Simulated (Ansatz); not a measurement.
# C6H17NSi: basis-set convergence

How large a basis does C6H17NSi need? Two functionals are run in growing sets.

Program: Ansatz 0.2.0, Gaussian basis. Level of theory: one geometry, several basis sets. These are calculated values, not measurements.

Levels to be run: PBE0-D4/def2-SVP; ωB97M-V/def2-SVP; PBE0-D4/def2-QZVPP; ωB97M-V/def2-QZVPP; the functionals' def2-TZVPP values are taken from earlier runs.

## Step 1: The relaxed structure

The geometry comes from an earlier relaxation with PBE0-D4 in a triple-zeta def2 set; it is a stationary point, not always the lowest conformer.

SMILES `CC[Si](N)(CC)CC`, 25 atoms, charge 0, spin multiplicity 1.

Atoms are counted from 1 here; the program's logs count them from 0.

Bond lengths: C1–C2 1.525 Å, C1–H9 1.093 Å, C1–H10 1.094 Å, C1–H11 1.093 Å, C2–Si3 1.878 Å, C2–H12 1.098 Å, C2–H13 1.096 Å, Si3–N4 1.731 Å, Si3–C5 1.884 Å, Si3–C7 1.878 Å, N4–H14 1.007 Å, N4–H15 1.007 Å, C5–C6 1.525 Å, C5–H16 1.097 Å, C5–H17 1.097 Å, C6–H18 1.094 Å, C6–H19 1.093 Å, C6–H20 1.094 Å and more. Angles: C2–C1–H9 111.1°, C2–C1–H10 111.3°, C2–C1–H11 112.0°, H9–C1–H10 107.1°, H9–C1–H11 107.8°, H10–C1–H11 107.3°, C1–C2–Si3 114.4°, C1–C2–H12 110.1°, C1–C2–H13 110.5°, Si3–C2–H12 107.7°, Si3–C2–H13 108.5°, H12–C2–H13 105.2°, C2–Si3–N4 107.9°, C2–Si3–C5 108.0°, C2–Si3–C7 111.6°, N4–Si3–C5 113.6°, N4–Si3–C7 106.0°, C5–Si3–C7 109.7° and more.

## Step 2: PBE0-D4 in def2-SVP

Contents of in.yaml:

```yaml
crystal:
  periodic: [false, false, false]
  atoms:
    - {symbol: C, position_ang: [1.853964, -1.982940, -1.030959]}
    - {symbol: C, position_ang: [0.791285, -1.758983, 0.040127]}
    - {symbol: Si, position_ang: [-0.318708, -0.275726, -0.268489]}
    - {symbol: N, position_ang: [-1.195482, -0.561441, -1.732976]}
    - {symbol: C, position_ang: [-1.422616, -0.050952, 1.241581]}
    - {symbol: C, position_ang: [-2.385554, 1.127577, 1.140819]}
    - {symbol: C, position_ang: [0.680755, 1.287502, -0.561590]}
    - {symbol: C, position_ang: [1.546958, 1.700785, 0.624802]}
    - {symbol: H, position_ang: [1.401146, -2.072949, -2.021292]}
    - {symbol: H, position_ang: [2.557676, -1.147043, -1.073627]}
    - {symbol: H, position_ang: [2.437232, -2.889113, -0.845591]}
    - {symbol: H, position_ang: [0.149195, -2.644995, 0.125838]}
    - {symbol: H, position_ang: [1.257258, -1.644861, 1.026020]}
    - {symbol: H, position_ang: [-1.794025, -1.366431, -1.825951]}
    - {symbol: H, position_ang: [-1.567469, 0.215597, -2.254396]}
    - {symbol: H, position_ang: [-1.983220, -0.982388, 1.389853]}
    - {symbol: H, position_ang: [-0.787284, 0.051938, 2.129771]}
    - {symbol: H, position_ang: [-3.026194, 1.040654, 0.258420]}
    - {symbol: H, position_ang: [-3.040236, 1.201524, 2.013513]}
    - {symbol: H, position_ang: [-1.848582, 2.076853, 1.057525]}
    - {symbol: H, position_ang: [-0.008162, 2.099938, -0.822702]}
    - {symbol: H, position_ang: [1.301992, 1.128972, -1.449782]}
    - {symbol: H, position_ang: [0.942401, 1.899562, 1.514020]}
    - {symbol: H, position_ang: [2.122682, 2.606062, 0.414679]}
    - {symbol: H, position_ang: [2.261688, 0.916759, 0.890785]}
basis:
  gaussian: {orbitals: def2-SVP}
hamiltonian: {xc: pbe0, dispersion: d4}
output: {orbitals: {seedname: orbitals}}
```

Launch:

```sh
> ansatz run in.yaml --threads 4 --pin off --events-out ev --progress --plain --max-ram 46080MiB --backend cpu
```

Further steps of the session: ωB97M-V in def2-SVP; PBE0-D4 in def2-QZVPP; ωB97M-V in def2-QZVPP.

Before running them: what should the planned runs give, taken together? Wanted: PBE0-D4: double and triple zeta above quadruple; ωB97M-V: double and triple zeta above quadruple.

**Answer**, as computed:

```
                                       quantity           value
PBE0-D4: double and triple zeta above quadruple  12.45, 0.74 eV
ωB97M-V: double and triple zeta above quadruple  12.98, 0.71 eV
```

**Reading.** For PBE0-D4 the step from double to triple zeta gains 11.71 eV and the next only 0.74 eV. Total energies overstate the basis error of differences, where much of it tends to cancel. The LUMO of ωB97M-V is positive and keeps falling with the basis (2.97 to 1.55 eV): an unbound level that the basis holds in place.
